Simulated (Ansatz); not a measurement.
Runs of Ansatz 0.2.0 on AlRu. The cell holds a slab with vacuum, 8 atoms: a = 2.992 Å, b = 2.992 Å, c = 25.471 Å, α = 90.00°, β = 90.00°, γ = 90.00°. 

```csv
level,gap on the mesh (eV),largest force (eV/Å),work function (eV)
PBE,none,0.58,(a)
RPBE,none,0.38,3.09
BLYP,none,0.37,2.81
LDA,none,1.19,(b)
revPBE,none,0.43,3.10
PBEsol,none,0.91,3.26
```

Alike in all rows: task relaxation of the atoms; potentials or basis Ansatz PAW; no spin polarisation; cell atoms relaxed from: the (1 0 0) slab of AlRu, cut from the database cell, not relaxed; k mesh 9 × 9 × 1; cutoff (eV) 420; smearing fermi-dirac 0.05 eV.

Question: Estimate the missing entries.

Answer: (a) 3.19; (b) 3.40.

Caveats: the PAW data sets come from PBE, with cores solved anew for the run's functional, which leaves a small shift of forces and pressure (some runs).

A k mesh can miss the band edges, and the runs leave out spin-orbit coupling on Ru.

A gap of «none» marks a metal or a gap under the smearing width.
